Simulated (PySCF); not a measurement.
# Solver options tried on ReO4⁻

Aim: find out which solver settings change the answer for ReO4⁻.

Program: PySCF 2.14.0. Level of theory: each script names its method and basis. These are calculated values, not measurements.

2 further runs of the same task are left out: 1 for a known fault of the program, 1 that didn't finish.

**1. Where the work starts**

ReO4⁻: 5 atoms, charge -1, spin multiplicity 1.

Bond lengths: Re1–O2 1.756 Å, Re1–O3 1.756 Å, Re1–O4 1.756 Å, Re1–O5 1.756 Å. Angles: O2–Re1–O3 109.5°, O2–Re1–O4 109.5°, O2–Re1–O5 109.5°, O3–Re1–O4 109.5°, O3–Re1–O5 109.5°, O4–Re1–O5 109.5°.

**2. The base run**

File input.py:

```python
from pyscf import gto, scf

mol = gto.M(
    atom='Re 0 0 0; O -0.0006 1.4338 -1.0139; O 0 -1.4338 -1.0139; O 1.4341 0.0003 1.0135; O -1.4335 -0.0003 1.0143',
    basis='sbkjc',
    ecp={'Re': 'sbkjc', 'O': 'sbkjc'},
    charge=-1,
    spin=0,
    verbose=4,
)
mf = scf.UHF(mol)
mf.level_shift = 0.3
mf.kernel()
mf.dip_moment()
print('orbital energies (hartree):', [e[max(0, n-3):n+3].round(4) for e, n in zip(mf.mo_energy, mol.nelec)])
```

Command:

```bash
> OMP_NUM_THREADS=1 python input.py
```

The log of this run is left out.

It gives: E(SCF) = -140.859075 Eh, 14 cycles.

The dipole of an ion depends on the origin.

**3. Point-group symmetry on**

Edit 1 changes point-group symmetry: off → on.

File input.py:

```python
from pyscf import gto, scf

mol = gto.M(
    atom='Re 0 0 0; O -0.0006 1.4338 -1.0139; O 0 -1.4338 -1.0139; O 1.4341 0.0003 1.0135; O -1.4335 -0.0003 1.0143',
    basis='sbkjc',
    ecp={'Re': 'sbkjc', 'O': 'sbkjc'},
    charge=-1,
    spin=0,
    symmetry=True,
    verbose=4,
)
mf = scf.UHF(mol)
mf.level_shift = 0.3
mf.kernel()
mf.dip_moment()
print('orbital energies (hartree):', [e[max(0, n-3):n+3].round(4) for e, n in zip(mf.mo_energy, mol.nelec)])
```

Command:

```bash
> OMP_NUM_THREADS=1 python input.py
```

**4. Smearing width 0.001 hartree**

Edit 2 changes smearing width: none → 0.001 hartree.

Changes to input.py since step 2:

```diff
@@ -11,2 +11,3 @@
 mf = scf.UHF(mol)
+mf = scf.addons.smearing_(mf, sigma=0.001, method='fermi')
 mf.level_shift = 0.3
```

**5. Level shift -0.2 hartree**

Edit 3 changes level shift: 0.3 hartree → -0.2 hartree.

Changes to input.py since step 2:

```diff
@@ -11,3 +11,3 @@
 mf = scf.UHF(mol)
-mf.level_shift = 0.3
+mf.level_shift = -0.2
 mf.kernel()
```

**6. Damping 0.8**

Edit 4 changes damping: none → 0.8.

Changes to input.py since step 2:

```diff
@@ -12,2 +12,4 @@
 mf.level_shift = 0.3
+mf.damp = 0.8
+mf.diis_start_cycle = 8
 mf.kernel()
```

Q: Predict the outcome of this session. Wanted: for each run, E(SCF); from base; gap.

As calculated:

| run | E(SCF) (hartree) | from base (eV) | cycles | gap (eV) |
| --- | --- | --- | --- | --- |
| base | -140.859075 | 0 | 14 | 12.93 |
| point-group symmetry on | -140.859075 | 0.0000 | 14 | 12.93 |
| smearing width 0.001 hartree | -140.859075 | 0.0000 | 14 | n/a |
| level shift -0.2 hartree | -140.859075 | 0.0000 | 16 | 12.92 |
| damping 0.8 | -140.859075 | 0.0000 | 20 | 12.93 |

Distance from each run's final energy (log10 hartree) by cycle:

| run | cycle 1 | cycle 2 | cycle 3 | cycle 5 | cycle 8 | cycle 12 |
| --- | --- | --- | --- | --- | --- | --- |
| base | 0.0 | -0.2 | -1.3 | -3.2 | -4.9 | -8.2 |
| point-group symmetry on | 0.0 | -0.2 | -1.3 | -3.2 | -4.9 | -8.2 |
| smearing width 0.001 hartree | 0.0 | -0.2 | -1.3 | -3.2 | -4.9 | -8.2 |
| level shift -0.2 hartree | 0.5 | 0.7 | 0.2 | -1.8 | -4.2 | -7.1 |
| damping 0.8 | 0.0 | -0.2 | -0.5 | -0.8 | -1.6 | -3.8 |

**Reading.** With point-group symmetry on or smearing width 0.001 hartree or level shift -0.2 hartree or damping 0.8 the SCF ends at the base energy. The base needs 14 cycles and the run with damping 0.8 needs 20.
